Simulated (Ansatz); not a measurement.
Predict the output of the script below (Ansatz's Python interface).

`ch8npsi.py`:
```python
# -*- coding: utf-8 -*-
"""Rigid torsion scan of CH8NPSi."""

import ansatz as az
from ase import Atoms

atoms = Atoms(["N", "C", "Si", "P", "H", "H", "H", "H", "H", "H", "H", "H"], positions=[
    (-1.0226, 1.573, 0.0128),
    (-1.0522, 0.2546, -0.5501),
    (0.6492, -0.446, -0.6704),
    (1.6297, -0.527, 1.3928),
    (-2.0325, 1.9425, 0.0307),
    (-0.7314, 1.6261, 0.964),
    (-1.6515, -0.3875, 0.0742),
    (-1.4506, 0.2964, -1.5578),
    (1.5833, 0.3838, -1.4739),
    (0.6493, -1.839, -1.1485),
    (0.7894, -1.6385, 1.8806),
    (2.7168, -1.2937, 1.0796),
])

# start the scan from a relaxed geometry
first = (
    az.Crystal.molecule_from_ase(atoms).calculation()
    .basis(gaussian="def2-SVP")
    .functional("b3lyp")
    .relax(force_tolerance=0.02, max_steps=80)
)
atoms.positions = first.run(threads=1).report["positions_ang"]

start = atoms.get_dihedral(1, 2, 3, 10)
energies = {}
for turn in range(0, 360, 30):
    turned = atoms.copy()
    turned.set_dihedral(1, 2, 3, 10, start + turn, indices=[3, 10, 11])
    base = (
        az.Crystal.molecule_from_ase(turned).calculation()
        .basis(gaussian="def2-SVP")
        .functional("b3lyp")
    )
    energies[round((start + turn) % 360)] = base.run(threads=1).report["free_energy_ev"]
floor = min(energies.values())
print("dihedral C1-Si2-P3-H10 (deg)   E - E(min) (kJ/mol)")
for angle, e in sorted(energies.items()):
    print(f"{angle:8d} {96.485332 * (e - floor):14.3f}  " + "#" * int(30 * (e - floor) / max(max(energies.values()) - floor, 1e-9)))
```

```console
$ python ch8npsi.py
dihedral C1-Si2-P3-H10 (deg)   E - E(min) (kJ/mol)
      24          8.376  ##########################
      54          3.229  ##########
      84          0.000
     114          2.469  #######
     144          4.762  ###############
     174          3.808  ############
     204          4.548  ##############
     234          9.370  ##############################
     264          8.189  ##########################
     294          3.184  ##########
     324          4.215  #############
     354          8.373  ##########################
```

The scan is rigid and the energies are electronic, in a modest basis. With rigid groups the curve can differ much from the relaxed path, the start wasn't checked as a minimum of this torsion, and equivalent turns needn't return to the same energy. b3lyp holds the VWN-RPA fit, as in Gaussian; the form of ORCA and Turbomole is b3lyp5. Hardware and time: 91 s on 1 thread of Arm Neoverse V2, on a shared host, peak memory 0.3 GiB.
